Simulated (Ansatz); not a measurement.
# Li (bcc type): the cost of one run

Program: Ansatz 0.2.0. Level of theory: DFT PBE, with the methods named in each step. These are calculated values, not measurements.

## (1) Starting point

It takes space group Im-3m (No. 229, cubic). The conventional cell has a = 3.433 Å, b = 3.433 Å, c = 3.433 Å, α = 90.00°, β = 90.00°, γ = 90.00°. Li (site symmetry m-3m) has 8 Li at 2.97 Å in its first shell of neighbours.

Coordinates:

```cif
data_structure
_symmetry_space_group_name_H-M 'Im-3m'
_symmetry_Int_Tables_number 229
_cell_length_a 3.4332
_cell_length_b 3.4332
_cell_length_c 3.4332
_cell_angle_alpha 90.000
_cell_angle_beta 90.000
_cell_angle_gamma 90.000
_cell_volume 40.47
loop_
_atom_site_label
_atom_site_type_symbol
_atom_site_symmetry_multiplicity
_atom_site_Wyckoff_symbol
_atom_site_fract_x
_atom_site_fract_y
_atom_site_fract_z
_atom_site_occupancy
Li1 Li 2 a 0.00000 0.00000 0.00000 1
```

The file gives the conventional cell by its symmetry; the runs use the cell typed in the input.

Whether this phase is the stable one at these pressures isn't tested.

## (2) The reference volume, LAPW

The input, input.yaml:

```yaml
crystal:
  lattice:
    - [-1.7166113092, 1.7166113092, 1.7166113092]
    - [1.7166113092, -1.7166113092, 1.7166113092]
    - [1.7166113092, 1.7166113092, -1.7166113092]
  atoms:
    - { symbol: Li, position: [0.0, 0.0, 0.0] }
kpoints:
  mp_grid: { grid: [17, 17, 17] }
  band_path:
    path:
      - [0.0, 0.0, 0.0]
      - [0.5, -0.5, 0.5]
      - [0.0, 0.0, 0.5]
      - [0.0, 0.0, 0.0]
      - [0.25, 0.25, 0.25]
      - [0.5, -0.5, 0.5]
      - [0.25, 0.25, 0.25]
      - [0.0, 0.0, 0.5]
    npoints: 14
scf:
  occupations: { method: fermi_dirac, width: 0.1 }
hamiltonian:
  xc: pbe
  pseudopotentials: { kind: all_electron, lapw: { basis_error: 0.001 } }
output:
  forces: true
  stress: true
  eigenvalues: true
  populations: true
  dos: { projected: true, de: 0.2, e_range: [-14, 8] }
```

Started as:

```sh
$ ansatz run input.yaml --threads 1 --pin off --max-ram 2048MiB --backend cpu --events-out ev --progress --plain --runs-dir out
```

Q: Estimate wall time and peak memory on 1 thread of Arm Neoverse V1, shared host.

About 2.5 s, with a peak of 0.19 GiB.
